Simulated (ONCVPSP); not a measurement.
# Pseudopotential generation for potassium: ONCV, PBEsol

Do these settings give a usable potential? It is generated, then checked for transferability, scattering, ghosts and hardness.

The numbers are computed with ONCVPSP 4.0.1 (PBEsol, scalar-relativistic, spin-unpolarised reference atom).

### Step 1. The design

Typed settings, in words:

```
element                 : potassium (K, Z = 19)
type                    : optimised norm-conserving Vanderbilt (ONCV)
frozen core             : [Ar]
valence charge          : 1
reference configuration : 4s1
partial waves           : 4s: rc 4.00 bohr, ncon 4, nbas 8, qcut 1.9 1/bohr, 2 projectors, debl 3.2 Ha; p scattering state at 0.27 Ha: rc 4.10 bohr, ncon 4, nbas 8, qcut 2.3 1/bohr, 1 projector; d scattering state at 0.03 Ha: rc 3.35 bohr, ncon 4, nbas 8, qcut 2.8 1/bohr, 2 projectors, debl 2.2 Ha; f scattering state at 0.04 Ha: rc 3.20 bohr, ncon 4, nbas 7, qcut 3.1 1/bohr, 2 projectors, debl 3.5 Ha
local potential         : polynomial inside 2.55 bohr (lpopt 5, dvloc0 4 Ha)
core correction         : not asked for
```

The outer shells as boxes (Hund's rule for the drawing; the calculation is spin-unpolarised):

```
[Ar] core
4s [↑ ]
```

The nodes and maxima of the atom's own shells, from an earlier all-electron run, set the scale for the radii.

All-electron outer shells of the reference configuration (PBEsol, scalar-relativistic, ld1.x):

```
shell  level (eV)  outermost node (bohr)  outermost maximum (bohr)
   3p      -18.80                   0.45                      1.15
   4s       -2.30                   1.59                      4.23
   4p       -0.79                   1.88                      5.71
```

### Step 2. Generating the potential

Contents of K.dat:

```
# ATOM AND REFERENCE CONFIGURATION
# atsym  z   nc   nv     iexc    psfile
  K 19.00    5    1  -116133      upf
#
#   n    l    f
    1    0    2.00
    2    0    2.00
    2    1    6.00
    3    0    2.00
    3    1    6.00
    4    0    1.00
#
# PSEUDOPOTENTIAL AND OPTIMIZATION
# lmax
    3
#
#   l,   rc,      ep,       ncon, nbas, qcut
    0    4.00    0.00    4    8    1.90
    1    4.10    0.27    4    8    2.30
    2    3.35    0.03    4    8    2.80
    3    3.20    0.04    4    7    3.10
#
# LOCAL POTENTIAL
# lloc, lpopt,  rc(5),   dvloc0
    4    5    2.55    4.00
#
# VANDERBILT-KLEINMAN-BYLANDER PROJECTORs
# l, nproj, debl
    0    2    3.20
    1    1    1.50
    2    2    2.20
    3    2    3.50
#
# MODEL CORE CHARGE
# icmod, fcfact, rcfact
    0    0.00    0.00
#
# LOG DERIVATIVE ANALYSIS
# epsh1, epsh2, depsh
   -2.00    5.00    0.02
#
# OUTPUT GRID
# rlmax, drl
    6.00    0.01
#
# TEST CONFIGURATIONS
# ncnf
    2
# nvcnf
#   n    l    f
    1
    4    0    0.50
#
    2
    4    0    0.00
    4    1    1.00
#
```

Run with:

```
oncvpsp.x < K.dat > K.out
```

What does the calculation give? Wanted: cutoffs for 1 and 0.1 mHa per electron, occupied waves; bound ghosts; GHOST(+) flags; largest test error; largest phase difference near zero energy, channels read; projector energies reset by the program.

As calculated:

```
                                                quantity                                                               value
  cutoffs for 1 and 0.1 mHa per electron, occupied waves                                                   1.1 Ha and 1.7 Ha
                                            bound ghosts                                                     d at -552.65 eV
                                          GHOST(+) flags  s at 136 eV, d at 589 eV (1 near or above the test basis's cutoff)
                            largest test error (AE − PS)                               +1.6 meV, for 4s0.5 (1 test unsolved)
largest phase difference near zero energy, channels read                                                           0.307 rad
                 projector energies reset by the program                                                         p: 0.050 Ha
```

In words: It has a bound ghost (d), a state that the atom doesn't have, and that rules the file out. By total energies transferability is very good where solved: the largest error is 1.6 meV on 1.6 eV, for 4s0.5. Atomic tests can pass in spite of a ghost, since they solve only for the levels asked. Of the tests 1 gave no usable energy difference, which is a warning in itself. It counts as soft on the atom at that tolerance, with 1.1 Ha needed at the looser tolerance. That counts occupied waves only; other projectors can need more. Of the channels read, d scatters worst near zero energy, by up to 0.31 rad. The program also flags highly localised states, GHOST(+) (s, d). These are tests on the free atom; a crystal test is still owed.
